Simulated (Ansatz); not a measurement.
# TaHCl+ (quintet): wave-function methods side by side, def2-QZVPP

The task here is to estimate one member of a computed series from the others.

Program: Ansatz 0.2.0, Gaussian basis. Level of theory: def2-QZVPP, core rule «outside noble gas», up to 9 orbitals frozen. These are calculated values, not measurements.

To be run: UHF; ROHF; CCSD(T) on UHF.

### The geometry

The geometry is a PBE0/def2-TZVP stationary point (not a proven minimum) of the parent state, kept for this charge and spin. No spin-orbit coupling is included. Elements past krypton take def2 core potentials.

3 atoms, charge 1, spin multiplicity 5.

Atoms are counted from 1 here; the program's logs count them from 0.

Bond lengths: Ta1–Cl2 2.311 Å, Ta1–H3 1.863 Å. Angles: Cl2–Ta1–H3 180.0°.

The first run:

Input file in.yaml:

```yaml
crystal:
  periodic: [false, false, false]
  atoms:
    - {symbol: Ta, position_ang: [0.000000, 0.000000, 0.149600]}
    - {symbol: Cl, position_ang: [0.000000, 0.000000, -2.161700]}
    - {symbol: H, position_ang: [0.000000, 0.000000, 2.012100]}
basis:
  gaussian: {orbitals: "def2-QZVPP.json"}
total_charge: 1
magnetization: {spin_polarized: true, initial_magnetization: 4}
hamiltonian: {xc: hf}
output: {orbitals: {seedname: orbitals}}
```

Command:

```console
> ansatz run in.yaml --threads 1 --pin off --events-out ev --progress --plain --max-ram 4096MiB --backend cpu
```

Among the steps run: UHF; ROHF; CCSD(T) on UHF.

One of the session's tables, all rows but one given; the rest of the session is left out.

It belongs to the step «Misses and costs». 

| method | from UCCSD(T) (kJ/mol) |
| --- | --- |
| ROHF | ? |
| UHF | +811.9 |
| UMP2 | +97.5 |
| UCCSD | +43.4 |
| UCCSD(T) | 0 |

Estimate the missing values for ROHF.

As computed: from UCCSD(T) (kJ/mol): +827.8. In the column «from UCCSD(T) (kJ/mol)» it is the highest.
